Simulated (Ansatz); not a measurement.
# FeSi3Ni: the cost of one run

Program: Ansatz 0.2.0. Level of theory: DFT PBE, scalar-relativistic, plane waves, PAW. These are calculated values, not measurements.

### Step 1. The starting structure

Symmetry: Pm-3m, No. 221, cubic system. The conventional cell has a = 4.031 Å, b = 4.031 Å, c = 4.031 Å, α = 90.00°, β = 90.00°, γ = 90.00°. Around Fe (site symmetry m-3m) lie 12 Si at 2.85 Å. Si (site symmetry 4/mmm) is surrounded by 2 Ni at 2.02 Å and 4 Fe at 2.85 Å. Ni (site symmetry m-3m) has 6 Si at 2.02 Å as nearest neighbours.

As a file:

```xyz
5
Lattice="4.0310 0.0000 0.0000 0.0000 4.0310 0.0000 0.0000 0.0000 4.0310" Properties=species:S:1:pos:R:3 pbc="T T T"
Fe    0.0000    0.0000    0.0000
Si    0.0000    2.0155    2.0155
Si    2.0155    0.0000    2.0155
Si    2.0155    2.0155    0.0000
Ni    2.0155    2.0155    2.0155
```

The cell is invented: species swapped into a database cell of HoBRh3 (Pm-3m, No. 221), with Fe on the Ho sites, Ni on the B sites and Si on the Rh sites. Lengths come from tabulated atomic sizes and are only a guess.

### Step 2. The guess as it stands, on a coarse mesh

input.yaml reads:

```yaml
crystal:
  lattice:
    - [4.03098312, 0.0, 0.0]
    - [0.0, 4.03098312, 0.0]
    - [0.0, 0.0, 4.03098312]
  atoms:
    - { symbol: Fe, position: [0.0, 0.0, 0.0], spin: 4.0 }
    - { symbol: Si, position: [0.0, 0.5, 0.5] }
    - { symbol: Si, position: [0.5, 0.0, 0.5] }
    - { symbol: Si, position: [0.5, 0.5, 0.0] }
    - { symbol: Ni, position: [0.5, 0.5, 0.5], spin: 2.0 }
basis:
  ecutwfc: 420
kpoints:
  mp_grid: { grid: [4, 4, 4] }
hamiltonian:
  xc: pbe
scf:
  occupations: { method: gaussian, width: 0.1 }
  lower_state_search: "off"
output:
  forces: true
  stress: true
  eigenvalues: true
  populations: true
magnetization:
  spin_polarized: true
```

The run is started by

```sh
$ ansatz run input.yaml --threads 1 --pin off --max-ram 2560MiB --backend cpu --events-out ev --progress --plain --runs-dir out
```

What time and memory should one allow on 1 thread of Intel Xeon at 2.70GHz, shared host?

About 5.6 s, with a peak of 0.38 GiB.
